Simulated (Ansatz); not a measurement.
Working through a comparison of norm-conserving and PAW potentials of HfCd, space group P4/nmm

With Ansatz 0.2.0, Python API.

`hfcd.extxyz`
```text
4
Lattice="3.0472637 0.0 0.0 0.0 3.0472637 0.0 0.0 0.0 9.16246376" Properties=species:S:1:pos:R:3 pbc="T T T"
Hf    0.00000000    1.52363185    8.07800985
Hf    1.52363185    0.00000000    1.08445391
Cd    0.00000000    1.52363185    3.45859487
Cd    1.52363185    0.00000000    5.70386889
```

At the Python prompt:
```pycon
>>> import ansatz as az
>>> import numpy as np
>>> from tabulate import tabulate
>>> def count_gap(report):
...     # lowest empty less highest filled band, counting bands; zero where they overlap
...     return max(report.get("gap_by_band_count_ev") or 0.0, 0.0)
...
>>> system = az.Crystal.from_extxyz("hfcd.extxyz")
>>> job = (
...     system.calculation()
...     .functional(az.Functional.PBESOL, dispersion="D3(BJ)")
...     .kpoints(mesh=(9, 9, 3))
...     .occupations("cold", width=20 * az.meV)
...     .mixing("msr1", ndim=6, beta=0.6)
...     .scf(tolerance=1e-07, max_iterations=150, lower_state_search="standard")
...     .stress()
...     .forces()
...     .band_table()
... )
>>> variants = {
...     "PAW": job.pseudopotentials("paw"),
...     "norm-conserving": job.pseudopotentials("nc"),
... }
>>> # totals differ by the cores that each treatment holds, so compare what does not depend on them
>>> rows = []
>>> for label, variant in variants.items():
...     rep = variant.run().report
...     levels = np.array(rep["eigenvalues_ev"][0]) - rep["fermi_energy_ev"]
...     print(label, "levels at the first k-point near E_F:", np.round(levels[np.abs(levels) < 5], 3))
...     rows.append((label, rep["n_electrons"], np.trace(rep["stress_gpa"]) / 3, float(np.abs(rep["forces_ev_ang"]).max()), count_gap(rep)))
...
DeckWarning: basis.ecutwfc = 420 eV, auto-derived from the records' recommended cutoffs: set by Hf (normal level)
DeckWarning: output.stress: scf.convergence.dr2_threshold = 1e-7 eV (the SCF's general default) is looser than the 4e-10 eV advised for a printed stress (1e-10 eV for each atom of the cell: 4). What an SCF threshold leaves in a stress goes as its square root, and in the free energy as the threshold itself, and one threshold admits the most on a small cell: of the crystals measured, under no [...]
PAW levels at the first k-point near E_F: [-2.534 -1.899 -0.072  0.049  2.271  2.271  2.546  4.929  4.929  4.971]
DeckWarning: basis.ecutwfc = 1387.780699 eV, auto-derived from the records' recommended cutoffs: set by Cd (normal level)
norm-conserving levels at the first k-point near E_F: [-2.529 -1.892 -0.069  0.048  2.284  2.284  2.548  4.94   4.94   4.991]
>>> print(tabulate(rows, headers=["treatment", "electrons in bands", "P GPa", "max force component eV/A", "gap by band count eV"], floatfmt=".4f", tablefmt="pipe"))
| treatment       |   electrons in bands |   P GPa |   max force component eV/A |   gap by band count eV |
|:----------------|---------------------:|--------:|---------------------------:|-----------------------:|
| PAW             |              92.0000 | -6.3239 |                     0.1002 |                 0.0000 |
| norm-conserving |              64.0000 | -6.0549 |                     0.0931 |                 0.0000 |
```

PAW gives -6.324 GPa and norm-conserving -6.055 GPa, 0.27 GPa apart. They took 12.3 and 50.9 s of processor time.

Reading the output:
- The settings weren't tested for convergence.
- The run is spin-unpolarised.
- The computed bands are complete only to about 3.8 eV above the Fermi level.
- Dispersion corrections can be off by several per cent in the lattices of metals, and by several GPa in the pressure at a fixed cell.
- For a metal this k-point mesh is coarse: on a finer one energies can move by several to tens of meV an atom and pressures by half a GPa or more, differences at one mesh by less.
- A gap by band count of zero or less means overlapping bands, a metal.
- At these settings the cell as given stands under about -6 GPa, so it isn't at this functional's equilibrium volume.
- This cell is a computed structure, which may not be the phase found in nature.
- Gaps and levels are Kohn-Sham values on a finite set of k-points, without spin-orbit coupling.
- Warnings are shown shortened and without file and line.
- Stress is positive in compression.
- Hardware and time: 65 s on 1 thread of Intel(R) Xeon(R) Processor @ 2.70GHz, on a shared host, peak memory 0.81 GiB.
